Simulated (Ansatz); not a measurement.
# ZrNbSe3: the cost of one run

Program: Ansatz 0.2.0. Level of theory: DFT PBE, scalar-relativistic, plane waves, PAW. These are calculated values, not measurements.

1 further run of the same task is left out (set aside as unsound or not needed).

### Step 1. The starting structure

Symmetry: P4/nmm, No. 129, tetragonal system. The conventional cell has a = 6.419 Å, b = 6.419 Å, c = 5.621 Å, α = 90.00°, β = 90.00°, γ = 90.00°. Zr (site symmetry -4m2) has 12 Se at 3.36 to 3.61 Å and 4 Nb at 3.55 Å in its first shell of neighbours. Nb (site symmetry 4mm) has 5 Se at 2.51 to 2.62 Å in its first shell of neighbours. Around Se (site symmetry 2/m) lie 2 Nb at 2.62 Å and 2 Se at 2.90 Å and 4 Zr at 3.61 Å. Se (site symmetry 4mm) is surrounded by 2 Nb at 2.51 to 3.11 Å and 4 Se at 2.90 Å and 4 Zr at 3.36 Å.

As a file:

```cif
data_structure
_symmetry_space_group_name_H-M 'P4/nmm:1'
_symmetry_Int_Tables_number 129
_cell_length_a 6.4188
_cell_length_b 6.4188
_cell_length_c 5.6211
_cell_angle_alpha 90.000
_cell_angle_beta 90.000
_cell_angle_gamma 90.000
_cell_volume 231.60
loop_
_atom_site_label
_atom_site_type_symbol
_atom_site_symmetry_multiplicity
_atom_site_Wyckoff_symbol
_atom_site_fract_x
_atom_site_fract_y
_atom_site_fract_z
_atom_site_occupancy
Zr1 Zr 2 a 0.50000 0.50000 0.00000 1
Nb1 Nb 2 c 0.50000 0.00000 0.26830 1
Se1 Se 4 e 0.25000 0.25000 0.50000 1
Se2 Se 2 c 0.50000 0.00000 0.82128 1
```

A structure generator made this guess: species swapped into a database cell of SrGeAu3 (P4/nmm, No. 129), with Zr on the Sr sites, Nb on the Ge sites and Se on the Au sites. Its size is a rough estimate.

### Step 2. A first look at the guess

File input.yaml:

```yaml
crystal:
  lattice:
    - [6.41880693, 0.0, 0.0]
    - [0.0, 6.41880693, 0.0]
    - [0.0, 0.0, 5.62112397]
  atoms:
    - { symbol: Zr, position: [0.5, 0.5, 0.0] }
    - { symbol: Zr, position: [0.0, 0.0, 0.0] }
    - { symbol: Nb, position: [0.5, 0.0, 0.2683] }
    - { symbol: Nb, position: [0.0, 0.5, 0.7317] }
    - { symbol: Se, position: [0.25, 0.25, 0.5] }
    - { symbol: Se, position: [0.25, 0.75, 0.5] }
    - { symbol: Se, position: [0.75, 0.75, 0.5] }
    - { symbol: Se, position: [0.75, 0.25, 0.5] }
    - { symbol: Se, position: [0.5, 0.0, 0.82128] }
    - { symbol: Se, position: [0.0, 0.5, 0.17872] }
basis:
  ecutwfc: 420
kpoints:
  mp_grid: { grid: [4, 4, 4] }
hamiltonian:
  xc: pbe
scf:
  occupations: { method: gaussian, width: 0.1 }
  lower_state_search: "off"
output:
  forces: true
  stress: true
  eigenvalues: true
```

Command:

```bash
> ansatz run input.yaml --threads 1 --pin off --max-ram 2560MiB --backend cpu --events-out ev --progress --plain --runs-dir out
```

**Question.** How long does this run take on 1 thread of Intel Xeon 6975P-C (Granite Rapids), shared host, and how much memory does it need?

About 10 s, with a peak of 0.69 GiB.
